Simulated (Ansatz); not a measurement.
# InSi2H7 (SMILES [SiH3][SiH2][InH2]) at r2SCAN/def2-SVP (core potential)

Aim: the electronic atomisation energy of InSi2H7 at r2SCAN/def2-SVP (core potential), from 4 runs. 

The calculation is run with Ansatz 0.2.0.

54 further runs of the same task are left out: 54 set aside as unsound or not needed.

### 1 Starting point

InSi2H7: 10 atoms, total charge 0, spin state singlet. As SMILES, `[SiH3][SiH2][InH2]`. The coordinates come from a PBE0-D4/def2-TZVP relaxation.

Bond lengths: Si1–Si2 2.339 Å, Si2–In3 2.571 Å, Si1–H4 1.488 Å, Si1–H5 1.489 Å, Si1–H6 1.489 Å, Si2–H7 1.491 Å, Si2–H8 1.492 Å, In3–H9 1.728 Å, In3–H10 1.728 Å. Some angles: Si1–Si2–In3 110.2°, Si1–Si2–H7 108.2°, Si1–Si2–H8 107.8°, In3–Si2–H7 111.9°, In3–Si2–H8 111.1°, Si2–Si1–H4 112.1°, Si2–Si1–H5 109.8°, Si2–Si1–H6 109.8°, Si2–In3–H9 121.0°, Si2–In3–H10 120.2°.

### 2 The energy at r2SCAN/def2-SVP (core potential)

The input, job.yaml:

```yaml
basis:
  gaussian: {orbitals: def2-SVP}
crystal:
  periodic: [false, false, false]
  atoms:
    - symbol: Si
      position_ang: [-1.450900, 0.732300, -0.821600]
    - symbol: Si
      position_ang: [0.023100, -0.982700, -0.222400]
    - symbol: In
      position_ang: [1.884800, -0.062700, 1.293100]
    - symbol: H
      position_ang: [-2.541100, 0.248700, -1.711500]
    - symbol: H
      position_ang: [-0.707700, 1.812100, -1.527500]
    - symbol: H
      position_ang: [-2.065700, 1.320500, 0.400500]
    - symbol: H
      position_ang: [-0.761300, -2.056900, 0.451800]
    - symbol: H
      position_ang: [0.588700, -1.557900, -1.477300]
    - symbol: H
      position_ang: [1.761400, -0.160900, 3.013900]
    - symbol: H
      position_ang: [3.268800, 0.707500, 0.601100]
output: {orbitals: {seedname: orbitals}}
hamiltonian: {xc: {name: r2SCAN}}
accuracy: high
```

Run with:

```bash
$ ansatz run job.yaml --threads 1 --pin off --max-ram 3480MiB --events-out events.jsonl --progress --plain --runs-dir runs
```

What it wrote:

```text
Warning: RAYON_NUM_THREADS=1 ignored (pool sized by the plan → 1); use --threads N
Functional definition: r2SCAN
  name "r2SCAN"
  parameter k0 = 0.174
  parameter k1 = 0.065
  parameter a1 = 4.9479
  exchange = r2scan_x(k0 = k0, k1 = k1, a1 = a1)
  correlation = r2scan_c
2240 factors; integrals over basis functions are off by at most 8.6e-9 eV
mean field evaluation 1: about -21036.3687 eV, gradient 1.7e1 eV
mean field evaluation 2: about -21036.8459 eV, gradient 1.5e1 eV
mean field evaluation 4: about -21037.5549 eV, gradient 4.8e-1 eV
mean field evaluation 8: about -21037.5420 eV, gradient 3.6e-2 eV
mean field evaluation 16: about -21037.5420 eV, gradient 4.6e-6 eV
mean field -21037.54196265 eV, -773.1154073692 hartree, gradient 6.1e-8 eV, S^2 0.000000; 0 other end points of the search recorded, 0 dependent functions left out
reference -21037.54196383 eV, -773.1154074125 hartree; 28, 28 occupied and 69, 69 virtual orbitals, 2240 factors
Total energy: -21037.54196383 eV, -773.1154074125 hartree
```

It took 17 s on 1 thread of Arm Neoverse V1, shared host; peak memory 0.35 GiB.

### 3 The H atom

The input, in.yaml:

```yaml
crystal:
  periodic: [false, false, false]
  atoms:
    - {symbol: H, position_ang: [0.000000, 0.000000, 0.000000]}
basis:
  gaussian:
    orbitals: def2-SVP
magnetization:
  spin_polarized: true
  initial_magnetization: 1
hamiltonian:
  xc: {name: r2SCAN}
accuracy: high
```

Run the same way, it converges to -0.49921 Eh (log not shown).

### 4 The In atom, same level

The input, job.yaml:

```yaml
crystal:
  periodic: [false, false, false]
  atoms:
    - {symbol: In, position_ang: [0.000000, 0.000000, 0.000000]}
basis:
  gaussian: {orbitals: def2-SVP}
magnetization: {spin_polarized: true, initial_magnetization: 1}
hamiltonian: {xc: {name: r2SCAN}}
accuracy: high
```

Run the same way, it converges to -190.17664 Eh (log not shown).

### 5 The Si atom

The input, run.yaml:

```yaml
crystal:
  periodic: [false, false, false]
  atoms:
    - {symbol: Si, position_ang: [0.000000, 0.000000, 0.000000]}
basis:
  gaussian: {orbitals: def2-SVP}
magnetization: {spin_polarized: true, initial_magnetization: 2}
hamiltonian: {xc: {name: r2SCAN}}
accuracy: high
```

Run with:

```bash
$ ansatz run run.yaml --threads 1 --pin off --max-ram 3480MiB --events-out events.jsonl --progress --plain --runs-dir runs
```

What it wrote:

```text
Warning: RAYON_NUM_THREADS=1 ignored (pool sized by the plan → 1); use --threads N
Functional definition: r2SCAN
  name "r2SCAN"
  parameter k0 = 0.174
  parameter k1 = 0.065
  parameter a1 = 4.9479
  exchange = r2scan_x(k0 = k0, k1 = k1, a1 = a1)
  correlation = r2scan_c
134 factors; integrals over basis functions are off by at most 2.5e-9 eV
mean field evaluation 1: about -7870.6733 eV, gradient 2.4e0 eV
mean field evaluation 2: about -7870.7482 eV, gradient 6.4e-1 eV
mean field evaluation 4: about -7870.7514 eV, gradient 2.3e-1 eV
mean field evaluation 8: about -7870.7519 eV, gradient 1.1e-4 eV
mean field evaluation 16: about -7870.7519 eV, gradient 2.6e-7 eV
mean field evaluation 32: about -7870.7519 eV, gradient 9.3e-5 eV
mean field -7870.75189971 eV, -289.2447973270 hartree, gradient 8.0e-8 eV, S^2 2.006224; 2 other end points of the search recorded, 0 dependent functions left out
reference -7870.75190173 eV, -289.2447974012 hartree; 8, 6 occupied and 10, 12 virtual orbitals, 134 factors
Total energy: -7870.75190173 eV, -289.2447974012 hartree
```

Run time: 3.9 s. Hardware: 1 thread of Arm Neoverse V1, shared host; peak memory 0.12 GiB.

### 6 What came out

Level: r2SCAN/def2-SVP (core potential).

```
                     quantity          value
       molecule: total energy  -773.11541 Eh
        molecule: HOMO energy       -6.53 eV
        molecule: LUMO energy       -2.67 eV
      molecule: HOMO–LUMO gap        3.85 eV
         H atom: total energy    -0.49921 Eh
                 H atom: ⟨S²⟩          0.750
        In atom: total energy  -190.17664 Eh
                In atom: ⟨S²⟩          0.754
        Si atom: total energy  -289.24480 Eh
                Si atom: ⟨S²⟩          2.006
electronic atomisation energy      25.979 eV
```

Taking the molecule apart into free atoms costs 25.98 eV (599 kcal/mol), before zero-point energy and without spin-orbit coupling.
